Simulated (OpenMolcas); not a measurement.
# F: a chain of runs

We compute a series of 9 runs (ROHF/6-31G*, CASSCF(7,4)/6-31G*, CASPT2(7,4)/6-31G*, CASPT2[IPEA 0](7,4)/6-31G*, SC-NEVPT2(7,4)/6-31G*, PC-NEVPT2(7,4)/6-31G*, MC-PDFT[tPBE](7,4)/6-31G*, MC-PDFT[ftPBE](7,4)/6-31G*, and more) of F. 

The results are computed with OpenMolcas 26.06.

## (1) The energy at ROHF/6-31G(d) (spherical functions) (run 1)

input.xyz

```xyz
1

F      0.000000     0.000000     0.000000
```

step1.input

```
&GATEWAY
BASLIB = $CurrDir
COORD = input.xyz
BASIS = 6-31Gs
GROUP = NoSym
&SEWARD
&SCF
UHF
SPIN = 2
PRORBITALS = 0
&RASSCF
FILEORB = $Project.UnaOrb
SPIN = 2
NACTEL = 1 0 0
INACTIVE = 4
RAS2 = 1
OUTORBITALS = Canonical
ORBLISTING = NoCore
```

The basis set 6-31G* is read from a file made from the Basis Set Exchange's data (not shown).

Started as:

```
$ export MOLCAS_MEM=1860
$ pymolcas step1.input > step1.log
```

What it wrote:

```text
--- Start Module: gateway ---
[...]
--- Stop Module: gateway /rc=_RC_ALL_IS_WELL_ ---
[...]
      Basis functions           14
[...]
--- Start Module: scf ---
[...]
       Convergence after   9 Iterations
[...]
::    Total SCF energy                                -99.3634120219
[...]
      Total spin, S                                     0.5013122723
[...]
--- Stop Module: scf /rc=_RC_ALL_IS_WELL_ ---
--- Start Module: rasscf ---
[...]
      Number of active orbitals                  1
[...]
      Spin quantum number                      0.5
[...]
      Active orbitals                            1
[...]
      Number of CSFs                             1
[...]
      Number of root(s) required                 1
[...]
      Convergence after  5 iterations
[...]
      printout of CI-coefficients larger than  0.05 for root  1
      energy=     -99.360261
      conf/sym  1     Coeff  Weight
             1  u   1.00000 1.00000
      Natural orbitals and occupation numbers for root  1
      sym 1:   1.000000
      ************************************************************************************************************************
      *                                                    Final results                                                     *
[...]
::    RASSCF root number  1 Total energy:    -99.36026111
[...]
      Total electronic charge=    9.000000
      Total            charge=   -0.000000
[...]
      Dipole Moment (debye):
      Origin of the operator (angstrom)=    0.0000    0.0000    0.0000
                   X=  3.6818E-16               Y=  9.2770E-16               Z=  6.3946E-16           Total=  1.1854E-15
      Quadrupole Moment (debye*angstrom):
[...]
--- Stop Module: rasscf /rc=_RC_ALL_IS_WELL_ ---
[...]
```

Run time: 1.4 s. Hardware: 1 thread of Intel Xeon 6975P-C (Granite Rapids), shared host; peak memory 0.37 GiB.

## (2) The F atom: a single-point energy at CASSCF(7,4)/6-31G(d) (spherical functions) (run 2)

input.xyz is that of step 1.

step2.input

```
&GATEWAY
 BasLib=$CurrDir
 Coord=input.xyz
 Basis=6-31Gs
 Group=NoSym

&SEWARD

&RASSCF
 FileOrb=$CurrDir/step1.RasOrb
 Spin=2
 Nactel=7 0 0
 Inactive=1
 Ras2=4
 OrbListing=NoCore
 OrbAppear=Compact
```

The basis set 6-31G* is read from a file made from the Basis Set Exchange's data (not shown).

Run the same way, it converges to -99.36026 Eh (log not shown).

Runs 3 to 8 aren't shown in full; the table further down has their settings and results.

## (3) The F atom: a single-point energy at MRCI(7,4)/6-31G(d) (spherical functions) (run 9)

input.xyz is that of step 2.

step9.inp

```
&GATEWAY
BasLib=$CurrDir
Coord=input.xyz
Basis=6-31Gs
Group=NoSym
&SEWARD
&RASSCF
FileOrb=$CurrDir/step2.RasOrb
Spin=2
Nactel=7 0 0
Inactive=1
Ras2=4
OrbListing=NoCore
OrbAppear=Compact
&MOTRA
LumOrb
Frozen=1
&GUGA
Electrons=7
Spin=2
Inactive=0
Active=4
CIAll=1
&MRCI
SDCI
```

The basis set 6-31G* is read from a file made from the Basis Set Exchange's data (not shown).

Run the same way, it converges to -99.49308 Eh (log not shown).

## (4) The series

```
run                                             level   active rule  inactive  energy (Eh)  dipole moment (D) of the reference  wall time
  1                 ROHF/6-31G* (spherical functions)             –         –   -99.360261                                0.00      1.4 s
  2          CASSCF(7,4)/6-31G* (spherical functions)  full valence         1   -99.360261                                0.00      1.1 s
  3          CASPT2(7,4)/6-31G* (spherical functions)  full valence         1   -99.487836                                0.00      1.1 s
  4  CASPT2[IPEA 0](7,4)/6-31G* (spherical functions)  full valence         1   -99.489791                                0.00      1.1 s
  5       SC-NEVPT2(7,4)/6-31G* (spherical functions)  full valence         1   -99.469539                                0.00      1.2 s
  6       PC-NEVPT2(7,4)/6-31G* (spherical functions)  full valence         1   -99.469854                                0.00      1.1 s
  7   MC-PDFT[tPBE](7,4)/6-31G* (spherical functions)  full valence         1   -99.603299                                0.00      1.2 s
  8  MC-PDFT[ftPBE](7,4)/6-31G* (spherical functions)  full valence         1   -99.634097                                0.00      1.2 s
  9            MRCI(7,4)/6-31G* (spherical functions)  full valence         1   -99.493076                                0.00      1.1 s
```

## (5) What came out

| quantity | value |
| --- | --- |
| F atom, run 9: total energy | -99.49308 Eh |
| F atom, run 9: dipole moment (CASSCF density) | 0.00 D |

In words: Below the ROHF energy at the same shape and in the same basis (6-31G*): CASSCF(7,4) +0.0 mEh; CASPT2(7,4) -127.6 mEh; CASPT2[IPEA 0](7,4) -129.5 mEh; SC-NEVPT2(7,4) -109.3 mEh; PC-NEVPT2(7,4) -109.6 mEh; MRCI(7,4) -132.8 mEh. Active-space methods hold only the correlation inside their space unless a perturbation or CI step follows. All runs together took 11 s, the longest 1.4 s.
